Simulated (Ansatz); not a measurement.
# GeNH₂ (doublet): from Hartree-Fock to the top rungs at angle N2–Ge1–H3 = 106.4°, cc-pVDZ

An exercise on one series of results from a longer session: the logs are not shown, and one member is left open.

Method: cc-pVDZ, core rule «outside noble gas», up to 15 orbitals frozen; program: Ansatz 0.2.0, Gaussian basis.

The runs, in order: UHF; CCSD(T) on ROHF; CCSD(T) on UHF; BCCD(T) on ROHF; CISD; CCSDT(Q) on ROHF; CCSDT(Q) on UHF; CASSCF and MRCISD+Q, 3 electrons in 3 orbitals; CASSCF and NEVPT2, 3 electrons in 3 orbitals.

28 further runs of the same task are left out: 1 for a mislabelled method, 12 for a known fault of the program, 12 that didn't finish, 3 set aside as unsound or not needed.

### The geometry

The geometry derives from a PBE0/def2-TZVP stationary point (not a proven minimum). One angle is set to the value named; bond lengths are kept. No spin-orbit coupling is included. The filled d shell of Ge may be among the frozen orbitals whatever the setting's name suggests; the logs give the count.

4 atoms, charge 0, spin multiplicity 2.

Atoms are counted from 1 here; the program's logs count them from 0.

Bond lengths: Ge1–N2 1.713 Å, Ge1–H3 1.581 Å, N2–H4 1.013 Å. Angles: N2–Ge1–H3 106.4°, Ge1–N2–H4 127.4°.

Coordinates:

```
Ge    0.0000   -0.0504    0.2877
N     0.0000    0.1983   -1.4069
H     0.0000    1.3854    0.9495
H     0.0000   -0.5094   -2.1324
```

Set-up of the first run:

The input, in.yaml:

```yaml
crystal:
  periodic: [false, false, false]
  atoms:
    - {symbol: Ge, position_ang: [0.000000, -0.050388, 0.287703]}
    - {symbol: N, position_ang: [0.000000, 0.198280, -1.406937]}
    - {symbol: H, position_ang: [0.000000, 1.385371, 0.949533]}
    - {symbol: H, position_ang: [0.000000, -0.509395, -2.132363]}
basis:
  gaussian: {orbitals: cc-pVDZ}
magnetization: {spin_polarized: true, initial_magnetization: 1}
hamiltonian: {xc: hf}
output: {orbitals: {seedname: orbitals}}
```

Command:

```bash
ansatz run in.yaml --threads 1 --pin off --events-out ev --progress --plain --max-ram 2393MiB
```

Steps of the session up to this table: UHF; CCSD(T) on ROHF; CCSD(T) on UHF; BCCD(T) on ROHF; CISD; CCSDT(Q) on ROHF; CCSDT(Q) on UHF; CASSCF and MRCISD+Q, 3 electrons in 3 orbitals; CASSCF and NEVPT2, 3 electrons in 3 orbitals.

One of the session's tables, all rows but one given; the rest of the session is left out.

| method | from RCCSDT(Q) (kJ/mol) |
| --- | --- |
| ROHF | +763.7 |
| UHF | +739.2 |
| RMP2 | +147.1 |
| UMP2 | +138.0 |
| RCCSD | +39.6 |
| UCCSD | +38.9 |
| RCCSD(T) | +10.6 |
| UCCSD(T) | +10.7 |
| BCCD(T) | +8.2 |
| RCCSDT | ? |
| UCCSDT | +4.6 |
| RCCSDT(Q) | 0 |
| UCCSDT(Q) | -0.1 |
| CASSCF pair | +713.4 |
| NEVPT2 pair | +115.8 |

Estimate the missing values for RCCSDT.

As computed: from RCCSDT(Q) (kJ/mol): +4.7. In the column «from RCCSDT(Q) (kJ/mol)» it lies between UCCSDT (+4.6) and BCCD(T) (+8.2).

Not comparable, so not listed: CISD; CASSCF and MRCISD+Q, 3 electrons in 3 orbitals (they don't share determinant, frozen orbitals or solution with the rows shown, or repeat one).

Limits of these values: Restricted and unrestricted rows rest on different reference determinants; where their highest levels disagree by more than a few hundredths of an eV, they describe different states and don't form one ladder. Warnings in the runs' records: passed over end.
